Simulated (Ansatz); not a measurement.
# CaAlO4: the cost of one run

Program: Ansatz 0.2.0. Level of theory: DFT PBE, scalar-relativistic, plane waves, PAW. These are calculated values, not measurements.

### Step 1. Starting point

It takes space group F-43m (No. 216, cubic). Conventional cell: a = 6.543 Å, b = 6.543 Å, c = 6.543 Å, α = 90.00°, β = 90.00°, γ = 90.00°. Ca (site symmetry -43m) is surrounded by 12 O at 2.71 Å and 4 Al at 2.83 Å. Around Al (site symmetry -43m) lie 12 O at 2.71 Å and 4 Ca at 2.83 Å. O (site symmetry 3m) has 6 O at 2.30 to 2.33 Å and 3 Al at 2.71 Å and 3 Ca at 2.71 Å as nearest neighbours.

Coordinates:

```
Ca Al O
1.0
     0.00000    3.27126    3.27126
     3.27126    0.00000    3.27126
     3.27126    3.27126    0.00000
Ca Al O
1 1 4
Cartesian
  1.6356 1.6356 1.6356
  0.0000 0.0000 0.0000
  4.0938 2.4487 2.4487
  2.4487 4.0938 2.4487
  4.0938 4.0938 4.0938
  2.4487 2.4487 4.0938
```

A structure generator made this guess: species swapped into a database cell of CaInCu4 (F-43m, No. 216), with Al on the In sites and O on the Cu sites. The dimensions are guesses.

### Step 2. The guess as it stands, on a coarse mesh

Input file input.yaml:

```yaml
crystal:
  lattice:
    - [0.0, 3.2712573, 3.2712573]
    - [3.2712573, 0.0, 3.2712573]
    - [3.2712573, 3.2712573, 0.0]
  atoms:
    - { symbol: Ca, position: [0.25, 0.25, 0.25] }
    - { symbol: Al, position: [0.0, 0.0, 0.0] }
    - { symbol: O, position: [0.12282759, 0.62572414, 0.62572414] }
    - { symbol: O, position: [0.62572414, 0.12282759, 0.62572414] }
    - { symbol: O, position: [0.62572414, 0.62572414, 0.62572414] }
    - { symbol: O, position: [0.62572414, 0.62572414, 0.12282759] }
basis:
  ecutwfc: 420
kpoints:
  mp_grid: { grid: [4, 4, 4] }
hamiltonian:
  xc: pbe
scf:
  occupations: { method: gaussian, width: 0.1 }
  lower_state_search: "off"
output:
  forces: true
  stress: true
  eigenvalues: true
```

Launch:

```
$ ansatz run input.yaml --threads 1 --pin off --max-ram 2560MiB --backend cpu --events-out ev --progress --plain --runs-dir out
```

What time and memory should one allow on 1 thread of Intel Xeon 6975P-C (Granite Rapids), shared host?

About 1.2 s, with a peak of 0.34 GiB.
